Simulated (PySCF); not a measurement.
# [WN2]-: structure of the doublet

Where does doublet [WN2]- go from a B3LYP minimum start, is the end point a minimum, and what are its modes, charges and moments?

The runs use PySCF 2.14.0; B3LYP, basis W def2-SVPD with ECP60, N def2-SVPD, scalar-relativistic core potentials, no spin–orbit coupling, density fitting.

## 1. Where the work starts

3 atoms, charge -1, spin multiplicity 2.

Bond lengths: W1–N2 1.736 Å, W1–N3 1.736 Å. Angles: N2–W1–N3 99.0°.

Z-matrix (Å, degrees; charge -1 multiplicity 2):
```
W
N  1 1.7363
N  1 1.7363 2 98.98
```

## 2. The SCF at the typed geometry

One driver script runs all steps and calls PySCF; scf.py shows how it sets up the SCF of each step. The optimiser is the driver's own. After this first run the driver tries any further starts and a stability analysis.

File scf.py:

```python
from pyscf import gto, scf, dft
mol = gto.M(atom='''
W     -0.000000     0.000000    -0.148343
N      1.320169    -0.000000     0.979513
N     -1.320169     0.000000     0.979513''',
    basis={'W': 'def2-SVPD', 'N': 'def2-SVPD'},
    ecp={'W': 'def2-SVPD'},
    charge=-1, spin=1)
mf = dft.UKS(mol, xc='B3LYP')
mf.grids.atom_grid = (50, 194)
aux = {'W': 'def2-universal-JKFIT', 'N': 'def2-universal-JKFIT'}
mf = mf.density_fit(auxbasis=aux)
mf.conv_tol = 1e-08
mf.diis_space = 10
mf.max_cycle = 60
mf.init_guess = 'minao'
mf.verbose = 4
mf.kernel()
```

Started as:

```
> OMP_NUM_THREADS=2 python axn.py task.json out
```

What it wrote:

```text
init E= -164.066667752243
[... the frontier-level lines of each cycle are left out ...]
cycle= 1 E= -176.064804843034  delta_E=  -12  |g|= 0.887  |ddm|= 5.17
cycle= 2 E= -169.299998392579  delta_E= 6.76  |g|= 3.28  |ddm|= 3.21
cycle= 3 E= -176.359234865269  delta_E= -7.06  |g|= 0.445  |ddm|= 3.39
cycle= 4 E= -176.426401677975  delta_E= -0.0672  |g|=  0.3  |ddm|= 1.06
cycle= 5 E= -176.472231915838  delta_E= -0.0458  |g|= 0.0673  |ddm|= 0.531
cycle= 6 E= -176.47381038513  delta_E= -0.00158  |g|= 0.0405  |ddm|= 0.052
cycle= 7 E= -176.474597755187  delta_E= -0.000787  |g|= 0.0123  |ddm|= 0.0438
cycle= 8 E= -176.474752151987  delta_E= -0.000154  |g|= 0.00237  |ddm|= 0.0298
cycle= 9 E= -176.474786610572  delta_E= -3.45e-05  |g|= 0.00208  |ddm|= 0.0171
cycle= 10 E= -176.474807313867  delta_E= -2.07e-05  |g|= 0.000779  |ddm|= 0.0201
cycle= 11 E= -176.474808468885  delta_E= -1.16e-06  |g|= 0.000447  |ddm|= 0.00413
cycle= 12 E= -176.474808674872  delta_E= -2.06e-07  |g|= 0.000101  |ddm|= 0.00165
cycle= 13 E= -176.474808687501  delta_E= -1.26e-08  |g|= 3.95e-05  |ddm|= 0.00046
cycle= 14 E= -176.474808689517  delta_E= -2.02e-09  |g|= 8.31e-06  |ddm|= 0.000186
Extra cycle  E= -176.474808689173  delta_E= 3.44e-10  |g|= 3.19e-05  |ddm|= 3.77e-05
converged SCF energy = -176.474808689173  <S^2> = 0.77937669  2S+1 = 2.0291641
```

This step, with its further starts and checks, ran for 7.9 s (2 threads of Intel Xeon 6975P-C (Granite Rapids), shared host).

Energies from each starting density:

```csv
start,energy (Eh)
the minimal-basis guess,-176.474809
a thermally smeared density,-176.488560
a smeared PBE density,-176.488560
```

The first run landed in a state that is too high. Following the other starts and the instabilities gains 36.1 kJ/mol (-176.48856 Eh), and the work goes on from there.

## 3. Relaxing the doublet from the B3LYP minimum start

The program finds C2v symmetry in the start, which this walk keeps. Threshold on the gradient: 0.0003 Eh/bohr, with a further test on the energy change.

scf.py: that of step 2 with these lines changed.

```diff
@@ -3,3 +3,3 @@
-W     -0.000000     0.000000    -0.148343
-N      1.320169    -0.000000     0.979513
-N     -1.320169     0.000000     0.979513''',
+W      0.000000     0.000000    -0.149025
+N      1.320169     0.000000     0.978831
+N     -1.320169     0.000000     0.978831''',
@@ -16 +15,0 @@
-mf.init_guess = 'minao'
```

Steps of the walk:

```csv
step,energy (Eh),change (kJ/mol),largest symmetric gradient (Eh/bohr)
0,-176.488560,0.00,0.00029
```

The walk took 1.1 s.

Positions (Å) and forces (eV/Å) along the way:

```
step 0
W    0.000   0.000  -0.149   0.000   0.000  -0.015
N    1.320   0.000   0.979  -0.005   0.000   0.007
N   -1.320   0.000   0.979   0.005   0.000   0.008
```

It settles in C2v symmetry, 0.0 kJ/mol below the start, after 0 steps: W–N 1.736 Å (×2); N–W–N 99.0°.

## 4. Is it a minimum? Harmonic modes

On the finer grid the gradient is checked again; gradients at displacements of ±0.02 bohr then give force constants and infrared intensities.

scf.py: that of step 3 with these lines changed.

```diff
@@ -3,3 +3,3 @@
-W      0.000000     0.000000    -0.149025
-N      1.320169     0.000000     0.978831
-N     -1.320169     0.000000     0.978831''',
+W      0.000000     0.000000    -0.148912
+N      1.320433     0.000000     0.978774
+N     -1.320433     0.000000     0.978774''',
@@ -10 +10 @@
-mf.grids.atom_grid = (50, 194)
+mf.grids.atom_grid = (75, 302)
@@ -13 +13 @@
-mf.conv_tol = 1e-08
+mf.conv_tol = 1e-10
```

The driver hands on the density of the step before, so the log starts near convergence.

SCF at the final geometry:

```text
init E= -176.488514075752
[... the frontier-level lines of each cycle are left out ...]
cycle= 1 E= -176.488514069547  delta_E= 6.2e-09  |g|= 0.000121  |ddm|= 0.00014
cycle= 2 E= -176.488513962763  delta_E= 1.07e-07  |g|= 0.000504  |ddm|= 0.000554
cycle= 3 E= -176.488514076151  delta_E= -1.13e-07  |g|= 6.31e-06  |ddm|= 0.00044
cycle= 4 E= -176.488514076166  delta_E= -1.43e-11  |g|= 1.77e-06  |ddm|= 1.14e-05
Extra cycle  E= -176.488514076156  delta_E= 9.72e-12  |g|= 6.95e-06  |ddm|= 8.29e-06
converged SCF energy = -176.488514076156  <S^2> = 0.79380512  2S+1 = 2.0433356
```

The whole step took 21 s.

Geometry: C2v; W–N 1.736 Å (×2); N–W–N 99.0°.

Modes, for the most abundant isotopes:

```csv
symmetry,ω (cm⁻¹),IR (km/mol),μ (u),type
a1,332,7.2,14.94,bend
b2,769,26.1,15.13,stretch
a1,1029,77.7,14.88,stretch
```

All wavenumbers are real: a minimum.

Properties at this point:

| Property | Result |
| --- | --- |
| Dipole moment about the centre of mass | 2.74 D |
| Highest occupied level | -0.14 eV |
| Lowest empty level | 1.70 eV |
| Rotational constants | 0.5454, 0.3452, 0.2114 cm⁻¹ |
| Zero-point energy | 12.7 kJ/mol |
| Principal polarisabilities | 98.3, 101.3, 105.5 bohr³ |
| Principal traceless quadrupole moments about the centre of mass | -4.29, 0.03, 4.26 D Å |
| Entropy at 298.15 K and 1 bar (electronic part: spin only) | 279.4 J/(mol K) |
| Heat capacity Cp at 298.15 K | 44.4 J/(mol K) |
| Enthalpy at 298.15 K above 0 K | 11.24 kJ/mol |
| Rotational symmetry number | 2 |
| Spin squared ⟨S²⟩ | 0.794 |

Charges (e) and bond orders:

| atom | Mulliken | Löwdin | polar tensor | spin (Mulliken) | Mayer order to W1 |
| --- | --- | --- | --- | --- | --- |
| W1 | -0.40 | -0.33 | 0.00 | -0.31 | – |
| N2,3 | -0.30 | -0.33 | -0.50 | 0.66 | 2.39 |

Mulliken populations on W1 (outside its core potential): s 3.62, p 6.40, d 4.30, f 0.08.

## 5. Outcome

| quantity | value |
| --- | --- |
| minimum | doublet, C2v |
| geometry | W–N 1.736 Å (×2); N–W–N 99.0° |
| wavenumbers (cm⁻¹) | 332 (a1), 769 (b2), 1029 (a1) |
| dipole moment (centre of mass) | 2.74 D |
| highest occupied, lowest empty level (either spin) | -0.14, 1.70 eV |
| polar-tensor charge of W1 | +0.00 e |
| zero-point energy | 12.7 kJ/mol |
| entropy at 298.15 K | 279.4 J/(mol K) |
| ⟨S²⟩ | 0.794 |

In words: The B3LYP minimum start keeps its C2v symmetry and ends in a minimum. In the infrared the band at 1029 cm⁻¹ (a1, stretch) leads. The first SCF alone would have been 36 kJ/mol too high. Only this shape and spin were tried, so other structures or states may lie lower. One determinant may miss the lowest occupation of an open d or f shell. Spin–orbit coupling, left out here, can matter for elements this heavy.

The search up to here took 30 s.
